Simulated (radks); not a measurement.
# Ti in [Ar] 3d1.5 4s2 5s0.5: an all-electron calculation

The task here is to estimate one member of a computed series from the others.

Program: radks (a radial shooting solver on a logarithmic mesh, Libxc functionals) version 1. Level of theory: non-relativistic Kohn-Sham, TPSS, spin-unpolarised, spherical densities, point nucleus. These are calculated values, not measurements, unless marked.

### The atom as given

* element: titanium (Z = 22)
* charge: 0
* electrons: 22
* configuration: [Ar] 3d1.5 4s2 5s0.5

Set-up of the first run:

Settings of this run:

```text
Z 22
configuration [Ar] 3d1.5 4s2 5s0.5
relativity non-relativistic
functional tpss,tpss
spin unpolarised
nucleus point
```

Command:

```sh
$ python run_ks.py task.json out
```

All runs below come from this command, one after another.

Steps of the session up to this table: Self-consistent calculation.

One table of the session follows, with a row left open; its other results are not shown here.

It belongs to the step «Orbitals and density». Sizes of the orbitals, from the radial functions (bohr):

```
level      <r>  outermost maximum (interpolated)  90 % within  nodes
   1s  0.07012                            0.0461        0.125      0
   2s   0.3271                             0.271        0.508      1
   2p   0.2909                             0.220        0.478      0
   3s    1.009                             0.871         1.51      2
   3p    1.079                             0.898         1.66      1
   3d        ?                                 ?            ?      ?
   4s    3.267                              2.80         4.83      3
   5s    10.73                              10.0         15.2      4
```

**Question.** Estimate the row for 3d.

**Answer.** <r>: 1.460; outermost maximum (interpolated): 0.946; 90 % within: 2.54; nodes: 0. In the column «<r>» it lies between 3p (1.079) and 4s (3.267).
